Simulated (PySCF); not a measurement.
# AgN₂H₆+: NMR shieldings

What do calculations give for the NMR shieldings of AgN₂H₆+ (`[NH3]->[Ag+]<-[NH3]`)?

Programs: PySCF 2.14.0, with routines of our own; each step states its level. All values are computed. Atoms count from 0.

## 1. The starting structure

9 atoms, charge 1, multiplicity 1; geometry from: GFN2-xTB.

## 2. NMR shieldings: KT2/pcJ-1 Ag:dyall-v2z, spin–orbit

Job settings and geometry (Å):

```
{"job": {"xc": "KT2", "basis": {"default": "pcJ-1", "Ag": "dyall-v2z"}, "rel": "so", "kind": "hnmr"}, "charge": 1, "multiplicity": 1}
Ag     0.004610     0.003230    -0.000030
N     -0.003720    -0.015450     2.265100
H     -0.418880     0.827040     2.660730
H      0.933810    -0.084110     2.658850
H     -0.531760    -0.800240     2.644910
N      0.004230     0.015960    -2.265030
H     -0.937910     0.018600    -2.653880
H      0.474320    -0.798090    -2.659040
H      0.475300     0.833060    -2.651620
```

Level: KT2/pcJ-1 Ag:dyall-v2z GIAO NMR shielding, X2C with spin-orbit coupling, screened-nuclear two-electron part, Gaussian nuclei, gas phase.

Launch:

```
OMP_NUM_THREADS=1 python heavy_run.py task.json out
```

The driver reads the jobs from task.json and runs them one after another.

Log:

```text
spin-free SCF
coarse grid: 33280 points
cycle   1  E = -5446.1414617808  dE = -8.510e-02  |g| = 1.566e+00  |ddm| = 1.978e+00
cycle   2  E = -5446.0293387912  dE =  1.121e-01  |g| = 8.714e-01  |ddm| = 8.472e-01
cycle   3  E = -5446.0057494020  dE =  2.359e-02  |g| = 1.004e+00  |ddm| = 1.125e+00
cycle   4  E = -5446.1855148607  dE = -1.798e-01  |g| = 1.453e-01  |ddm| = 5.085e-01
cycle   5  E = -5446.1871708924  dE = -1.656e-03  |g| = 7.699e-02  |ddm| = 9.756e-02
cycle   6  E = -5446.1878015590  dE = -6.307e-04  |g| = 8.831e-03  |ddm| = 3.768e-02
cycle   7  E = -5446.1878122297  dE = -1.067e-05  |g| = 8.717e-04  |ddm| = 5.588e-03
cycle   8  E = -5446.1878123796  dE = -1.499e-07  |g| = 1.466e-04  |ddm| = 8.380e-04
final grid: 68656 points
cycle   9  E = -5446.1843970649  dE = -8.519e-04  |g| = 1.893e+00  |ddm| = 4.349e-04
cycle  10  E = -5446.1843984291  dE = -1.364e-06  |g| = 8.681e-02  |ddm| = 4.029e-04
cycle  11  E = -5446.1843983102  dE =  1.189e-07  |g| = 1.361e-03  |ddm| = 7.554e-04
cycle  12  E = -5446.1843977363  dE =  5.738e-07  |g| = 2.771e-03  |ddm| = 1.605e-03
cycle  13  E = -5446.1843984623  dE = -7.260e-07  |g| = 2.152e-05  |ddm| = 1.080e-03
cycle  14  E = -5446.1843984624  dE = -8.458e-11  |g| = 4.715e-06  |ddm| = 1.907e-05
converged SCF energy = -5446.1843984624
two-component SCF
cycle   1  E = -5445.7432669490  dE = -5.446e+03  |FDS-SDF| = 7.493e+01
cycle   2  E = -5446.7378431066  dE = -9.946e-01  |FDS-SDF| = 4.183e-02
cycle   3  E = -5446.7378456038  dE = -2.497e-06  |FDS-SDF| = 7.778e-03
cycle   4  E = -5446.7378452582  dE =  3.456e-07  |FDS-SDF| = 4.393e-03
cycle   5  E = -5446.7378458221  dE = -5.640e-07  |FDS-SDF| = 2.218e-03
cycle   6  E = -5446.7378463713  dE = -5.491e-07  |FDS-SDF| = 9.067e-05
cycle   7  E = -5446.7378463726  dE = -1.328e-09  |FDS-SDF| = 1.407e-05
converged, E = -5446.7378463726

Field gradients (au) and densities at the nuclei (bohr^-3)
atom        Vxx        Vyy        Vzz        centre      nuclear mean
  0 Ag     0.7895     0.7896    -1.5791     146859.117     143388.054
  1 N      0.2402     0.2408    -0.4811        211.555        211.549
  2 H     -0.1613    -0.1921     0.3535          0.485          0.485
  3 H     -0.1613    -0.1921     0.3534          0.485          0.485
  4 H     -0.1612    -0.1919     0.3531          0.485          0.485
  5 N      0.2404     0.2407    -0.4810        211.555        211.549
  6 H     -0.1612    -0.1920     0.3533          0.485          0.485
  7 H     -0.1612    -0.1920     0.3532          0.485          0.485
  8 H     -0.1611    -0.1919     0.3531          0.485          0.485
without picture change
  0 Ag                          -1.9466                    302017.638

Core orbital energies (eV)
atom   shell        mean    spread
  0 Ag 1s       -25357.258   0.000
  0 Ag 2s        -3742.705   0.000
  0 Ag 3s         -692.538   0.000
  0 Ag 4s         -100.616   0.000
  0 Ag 2p1/2     -3475.278   0.000
  0 Ag 2p3/2     -3300.704   0.026
  0 Ag 3p1/2      -586.593   0.000
  0 Ag 3p3/2      -555.587   0.110
  0 Ag 4p1/2       -67.393   0.000
  0 Ag 4p3/2       -62.362   0.062
  0 Ag 3d3/2      -369.611   0.101
  0 Ag 3d5/2      -363.469   0.132

vertical triplet (scalar unrestricted SCF): 4.432 eV

Shielding tensors (ppm)
atom      isotropic    diamagn.    paramagn.     s11        s22        s33       span
  0 Ag     4569.59     4385.75      183.84    4094.17    4094.22    5520.38    1426.21
  1 N       263.16      312.58      -49.42     246.35     271.54     271.59      25.23
  2 H        29.50       26.47        3.03      21.14      25.33      42.05      20.92
  3 H        29.50       26.47        3.04      21.14      25.32      42.05      20.92
  4 H        29.50       26.48        3.02      21.13      25.34      42.04      20.91
  5 N       263.15      312.57      -49.43     246.34     271.52     271.58      25.24
  6 H        29.50       26.48        3.03      21.13      25.33      42.04      20.91
  7 H        29.50       26.47        3.03      21.13      25.33      42.04      20.92
  8 H        29.50       26.46        3.04      21.13      25.32      42.05      20.91
```

Wall time 66 s (1 thread of AMD EPYC 7R43, shared host); peak memory 1 GiB.

From this job:

```csv
quantity,value
energy from spin-orbit coupling,-0.5534 Eh
```

The fields below are evaluated on a grid from the run's orbitals.

Frontier orbitals at KT2/dyall-v2z+pcJ-1, with the share of their density that lies nearest to each atom:

```csv
orbital,energy (eV),lies on
HOMO,-11.16,"Ag0 79 %; N1, N5 about 6 % each"
LUMO,-6.49,"Ag0 51 %; N1, N5 about 9 % each"
```

ELF in a plane through or near 5 of the atoms.

Ten even steps from '0' (0.00) to '9' (0.98):
```
0000000000000000000000000000
0000000000000000000000000000
0000000000000000000000000000
0000000000000000000000000000
0000004310000000000000000000
0000279961001111000011000000
0000489982001221011244200000
0000489996212442125676310000
0000369988314674137777310000
0000136138416456158336310000
0000136238416446158226320000
0000136777314674138898520000
0000135655212442126899740000
0000012321101221002899840000
0000001100001111000689620000
0000000000000000000123000000
0000000000000000000000000000
0000000000000000000000000000
0000000000000000000000000000
0000000000000000000000000000
```
The map spans 10.5 Å across and 7.0 Å up, centred on the molecule. Atoms in the plane (x, y in Å): Ag0 (0.0, 0.0), N1 (2.3, 0.0), H4 (2.7, -0.9), N5 (-2.3, 0.0), H8 (-2.7, 0.9).

log10 of the density (e/Å³) in the same plane.

Ten even steps from ' ' (-4.0) to '@' (2.4):
```
                                                        
                                                        
                          ....                          
          ..::::::......::::::::............            
        ..::----::::::::::----::::::::::::::....        
      ..::--======--------====----------------::..      
      ::--==++++++==========================----..      
    ..::====******++====++****++====++++++++==--::..    
    ..::==++********++++**####**++++******++====::..    
    ..--==++**##%%**++++##@@@@##++++**%%%%**++==--..    
    ..--==++**##%%**++++##@@@@##++++**####**++==--..    
    ..::====++******++++**####**++++********====::..    
    ..::--==++++++++====++****++====++****++====::..    
      ..----==========================++++++==--::      
      ..::::--------------====--------======--::..      
        ....::::::::::::::----::::::::::--::::..        
            ............::::::::........::....          
                          ....                          
                                                        
                                                        
```
The map spans 10.5 Å across and 7.0 Å up, centred on the molecule. Atoms in the plane (x, y in Å): Ag0 (0.0, 0.0), N1 (2.3, 0.0), H4 (2.7, -0.9), N5 (-2.3, 0.0), H8 (-2.7, 0.9).

On the surface of density 0.002 e/bohr³ the electrostatic potential runs, from the 1st to the 99th percentile, from 4.77 to 5.89 V.

## 3. NMR shieldings: B3LYP/pcJ-1 Ag:dyall-v2z, spin–orbit

Settings changed since step 2:

```diff
@@ -1,2 +1,2 @@
-{"job": {"xc": "KT2", "basis": {"default": "pcJ-1", "Ag": "dyall-v2z"}, "rel": "so", "kind": "hnmr"}, "charge": 1, "multiplicity": 1}
+{"job": {"xc": "B3LYP", "basis": {"default": "pcJ-1", "Ag": "dyall-v2z"}, "rel": "so", "kind": "hnmr"}, "charge": 1, "multiplicity": 1}
 Ag     0.004610     0.003230    -0.000030
```

Method: B3LYP/pcJ-1 Ag:dyall-v2z GIAO NMR shielding, X2C with spin-orbit coupling, screened-nuclear two-electron part, Gaussian nuclei, gas phase.

Log:

```text
spin-free SCF
coarse grid: 33280 points
cycle   1  E = -5428.5200894879  dE = -1.080e-01  |g| = 5.875e-01  |ddm| = 1.962e+00
cycle   2  E = -5428.4499854551  dE =  7.010e-02  |g| = 9.857e-01  |ddm| = 7.325e-01
cycle   3  E = -5428.5665945168  dE = -1.166e-01  |g| = 3.512e-02  |ddm| = 4.338e-01
cycle   4  E = -5428.5666690072  dE = -7.449e-05  |g| = 2.065e-02  |ddm| = 2.881e-02
cycle   5  E = -5428.5667315558  dE = -6.255e-05  |g| = 9.653e-03  |ddm| = 1.467e-02
cycle   6  E = -5428.5667438636  dE = -1.231e-05  |g| = 6.310e-04  |ddm| = 4.203e-03
cycle   7  E = -5428.5667439157  dE = -5.209e-08  |g| = 1.647e-04  |ddm| = 7.182e-04
final grid: 68656 points
cycle   8  E = -5428.5666403188  dE = -2.977e-06  |g| = 1.288e-03  |ddm| = 3.306e-04
cycle   9  E = -5428.5666402987  dE =  2.012e-08  |g| = 5.899e-04  |ddm| = 3.627e-04
cycle  10  E = -5428.5666402894  dE =  9.335e-09  |g| = 6.947e-04  |ddm| = 4.627e-04
cycle  11  E = -5428.5666403289  dE = -3.953e-08  |g| = 1.500e-05  |ddm| = 2.372e-04
cycle  12  E = -5428.5666403290  dE = -3.274e-11  |g| = 4.024e-06  |ddm| = 8.957e-06
converged SCF energy = -5428.5666403290
two-component SCF
cycle   1  E = -5428.1271357660  dE = -5.428e+03  |FDS-SDF| = 7.473e+01
cycle   2  E = -5429.1191164643  dE = -9.920e-01  |FDS-SDF| = 2.126e-01
cycle   3  E = -5429.1193523587  dE = -2.359e-04  |FDS-SDF| = 7.928e-03
cycle   4  E = -5429.1193535990  dE = -1.240e-06  |FDS-SDF| = 6.484e-03
cycle   5  E = -5429.1193555736  dE = -1.975e-06  |FDS-SDF| = 2.252e-03
cycle   6  E = -5429.1193560964  dE = -5.228e-07  |FDS-SDF| = 3.422e-04
cycle   7  E = -5429.1193561274  dE = -3.098e-08  |FDS-SDF| = 6.599e-05
cycle   8  E = -5429.1193561289  dE = -1.554e-09  |FDS-SDF| = 4.960e-05
converged, E = -5429.1193561289

Field gradients (au) and densities at the nuclei (bohr^-3)
atom        Vxx        Vyy        Vzz        centre      nuclear mean
  0 Ag     0.9286     0.9287    -1.8573     143681.867     140491.829
  1 N      0.2622     0.2628    -0.5250        204.366        204.360
  2 H     -0.1636    -0.1954     0.3590          0.472          0.472
  3 H     -0.1636    -0.1954     0.3590          0.472          0.472
  4 H     -0.1634    -0.1952     0.3586          0.472          0.472
  5 N      0.2624     0.2627    -0.5250        204.366        204.360
  6 H     -0.1635    -0.1953     0.3588          0.472          0.472
  7 H     -0.1635    -0.1952     0.3587          0.472          0.472
  8 H     -0.1634    -0.1952     0.3586          0.472          0.472
without picture change
  0 Ag                          -2.2499                    295909.042

Core orbital energies (eV)
atom   shell        mean    spread
  0 Ag 1s       -25363.081   0.000
  0 Ag 2s        -3756.261   0.000
  0 Ag 3s         -700.022   0.000
  0 Ag 4s         -104.278   0.000
  0 Ag 2p1/2     -3489.011   0.000
  0 Ag 2p3/2     -3314.181   0.029
  0 Ag 3p1/2      -593.564   0.000
  0 Ag 3p3/2      -562.387   0.114
  0 Ag 4p1/2       -70.338   0.000
  0 Ag 4p3/2       -65.148   0.033
  0 Ag 3d3/2      -374.166   0.116
  0 Ag 3d5/2      -367.993   0.151
  0 Ag 4d3/2       -14.546   0.945
  0 Ag 4d5/2       -13.634   0.432

Shielding tensors (ppm)
atom      isotropic    diamagn.    paramagn.     s11        s22        s33       span
  0 Ag     4553.72     4377.98      175.74    4075.28    4075.33    5510.55    1435.27
  1 N       262.31      309.30      -46.99     240.82     273.03     273.08      32.26
  2 H        29.65       26.61        3.04      21.24      25.37      42.35      21.12
  3 H        29.65       26.60        3.05      21.24      25.36      42.36      21.12
  4 H        29.65       26.62        3.03      21.23      25.38      42.34      21.11
  5 N       262.29      309.30      -47.00     240.81     273.01     273.07      32.26
  6 H        29.65       26.62        3.03      21.23      25.37      42.34      21.12
  7 H        29.65       26.61        3.04      21.23      25.37      42.35      21.12
  8 H        29.65       26.60        3.05      21.23      25.36      42.35      21.12
```

Run time: 2.2 min. Hardware: 1 thread of AMD EPYC 7R43, shared host; peak memory 1.3 GiB.

In short:

```csv
quantity,value
energy from spin-orbit coupling,-0.5527 Eh
```

## 4. NMR shieldings: BHandHLYP/pcJ-1 Ag:dyall-v2z, spin–orbit

Settings changed since step 3:

```diff
@@ -1,2 +1,2 @@
-{"job": {"xc": "B3LYP", "basis": {"default": "pcJ-1", "Ag": "dyall-v2z"}, "rel": "so", "kind": "hnmr"}, "charge": 1, "multiplicity": 1}
+{"job": {"xc": "BHandHLYP", "basis": {"default": "pcJ-1", "Ag": "dyall-v2z"}, "rel": "so", "kind": "hnmr"}, "charge": 1, "multiplicity": 1}
 Ag     0.004610     0.003230    -0.000030
```

Method: BHandHLYP/pcJ-1 Ag:dyall-v2z GIAO NMR shielding, X2C with spin-orbit coupling, screened-nuclear two-electron part, Gaussian nuclei, gas phase.

Log:

```text
spin-free SCF
coarse grid: 33280 points
cycle   1  E = -5428.3712257240  dE = -1.381e-01  |g| = 3.960e-01  |ddm| = 1.946e+00
cycle   2  E = -5428.3771374548  dE = -5.912e-03  |g| = 4.181e-01  |ddm| = 3.980e-01
cycle   3  E = -5428.3941666367  dE = -1.703e-02  |g| = 5.601e-02  |ddm| = 1.602e-01
cycle   4  E = -5428.3944425176  dE = -2.759e-04  |g| = 1.577e-02  |ddm| = 4.863e-02
cycle   5  E = -5428.3944953915  dE = -5.287e-05  |g| = 7.086e-03  |ddm| = 1.600e-02
cycle   6  E = -5428.3945050665  dE = -9.675e-06  |g| = 1.132e-03  |ddm| = 6.414e-03
final grid: 68656 points
cycle   7  E = -5428.3944585160  dE = -2.183e-06  |g| = 8.644e-04  |ddm| = 3.083e-03
cycle   8  E = -5428.3944586149  dE = -9.884e-08  |g| = 8.011e-04  |ddm| = 1.017e-03
cycle   9  E = -5428.3944586778  dE = -6.294e-08  |g| = 1.857e-04  |ddm| = 4.279e-04
cycle  10  E = -5428.3944586880  dE = -1.024e-08  |g| = 5.393e-05  |ddm| = 2.719e-04
cycle  11  E = -5428.3944586892  dE = -1.125e-09  |g| = 3.107e-05  |ddm| = 1.013e-04
converged SCF energy = -5428.3944586892
two-component SCF
cycle   1  E = -5427.9555224423  dE = -5.428e+03  |FDS-SDF| = 7.466e+01
cycle   2  E = -5428.9444674741  dE = -9.889e-01  |FDS-SDF| = 5.146e-01
cycle   3  E = -5428.9456654588  dE = -1.198e-03  |FDS-SDF| = 1.983e-02
cycle   4  E = -5428.9456924047  dE = -2.695e-05  |FDS-SDF| = 4.358e-03
cycle   5  E = -5428.9456953227  dE = -2.918e-06  |FDS-SDF| = 3.303e-03
cycle   6  E = -5428.9456966694  dE = -1.347e-06  |FDS-SDF| = 7.214e-04
cycle   7  E = -5428.9456970232  dE = -3.538e-07  |FDS-SDF| = 3.023e-04
cycle   8  E = -5428.9456970852  dE = -6.200e-08  |FDS-SDF| = 5.301e-05
cycle   9  E = -5428.9456970875  dE = -2.293e-09  |FDS-SDF| = 1.646e-05
converged, E = -5428.9456970875

Field gradients (au) and densities at the nuclei (bohr^-3)
atom        Vxx        Vyy        Vzz        centre      nuclear mean
  0 Ag     1.2448     1.2449    -2.4897     143563.113     140377.066
  1 N      0.2862     0.2868    -0.5729        204.095        204.090
  2 H     -0.1627    -0.1965     0.3593          0.465          0.465
  3 H     -0.1627    -0.1965     0.3592          0.465          0.465
  4 H     -0.1626    -0.1963     0.3589          0.465          0.465
  5 N      0.2863     0.2866    -0.5729        204.095        204.090
  6 H     -0.1626    -0.1964     0.3591          0.465          0.465
  7 H     -0.1626    -0.1964     0.3590          0.465          0.465
  8 H     -0.1625    -0.1963     0.3588          0.465          0.465
without picture change
  0 Ag                          -2.9174                    295643.474

Core orbital energies (eV)
atom   shell        mean    spread
  0 Ag 1s       -25472.273   0.000
  0 Ag 2s        -3797.963   0.000
  0 Ag 3s         -718.865   0.000
  0 Ag 4s         -110.824   0.000
  0 Ag 2p1/2     -3524.760   0.000
  0 Ag 2p3/2     -3348.921   0.039
  0 Ag 3p1/2      -609.531   0.000
  0 Ag 3p3/2      -577.868   0.119
  0 Ag 4p1/2       -75.372   0.000
  0 Ag 4p3/2       -70.085   0.003
  0 Ag 3d3/2      -385.058   0.132
  0 Ag 3d5/2      -378.779   0.175
  0 Ag 4d3/2       -16.585   0.798
  0 Ag 4d5/2       -15.696   0.387

Shielding tensors (ppm)
atom      isotropic    diamagn.    paramagn.     s11        s22        s33       span
  0 Ag     4644.18     4378.05      266.13    4207.97    4208.02    5516.54    1308.56
  1 N       269.04      310.86      -41.82     244.98     281.05     281.10      36.12
  2 H        29.68       26.75        2.93      21.08      25.16      42.81      21.73
  3 H        29.68       26.75        2.93      21.08      25.15      42.81      21.73
  4 H        29.68       26.76        2.92      21.07      25.17      42.79      21.72
  5 N       269.03      310.86      -41.83     244.96     281.03     281.09      36.13
  6 H        29.68       26.76        2.92      21.07      25.16      42.80      21.73
  7 H        29.68       26.75        2.93      21.07      25.16      42.80      21.73
  8 H        29.68       26.74        2.93      21.08      25.15      42.81      21.73
```

Wall time 2.1 min (1 thread of AMD EPYC 7R43, shared host); peak memory 1.3 GiB.

In short:

```csv
quantity,value
energy from spin-orbit coupling,-0.5512 Eh
```

## 5. Shieldings side by side

```csv
run,Ag0,N5,N1,H2,H3,H4,H6,time
"step 2, KT2/pcJ-1 Ag:dyall-v2z, spin–orbit",4569.6,263.1,263.2,29.5,29.5,29.5,29.5,66 s
"step 3, B3LYP/pcJ-1 Ag:dyall-v2z, spin–orbit",4553.7,262.3,262.3,29.7,29.7,29.6,29.6,2.2 min
"step 4, BHandHLYP/pcJ-1 Ag:dyall-v2z, spin–orbit",4644.2,269.0,269.0,29.7,29.7,29.7,29.7,2.1 min
```

## 6. Results

| quantity | value |
| --- | --- |
| energy from spin-orbit coupling (step 2, KT2/pcJ-1 Ag:dyall-v2z, spin–orbit) | -0.5534 Eh |
| shieldings (step 2, KT2/pcJ-1 Ag:dyall-v2z, spin–orbit) | Ag0 4569.6, N1 263.2, N5 263.1 ppm |
| energy from spin-orbit coupling (step 3, B3LYP/pcJ-1 Ag:dyall-v2z, spin–orbit) | -0.5527 Eh |
| shieldings (step 3, B3LYP/pcJ-1 Ag:dyall-v2z, spin–orbit) | Ag0 4553.7, N1 262.3, N5 262.3 ppm |
| energy from spin-orbit coupling (step 4, BHandHLYP/pcJ-1 Ag:dyall-v2z, spin–orbit) | -0.5512 Eh |
| shieldings (step 4, BHandHLYP/pcJ-1 Ag:dyall-v2z, spin–orbit) | Ag0 4644.2, N1 269.0, N5 269.0 ppm |

What this shows: In step 2, Ag0 has the widest tensor, 1426 ppm. Ag0 moves most between the runs, by 90 ppm; the labels say what changes from run to run. The geometry comes from tight binding, which is rough for metal atoms, and these values hang on it.
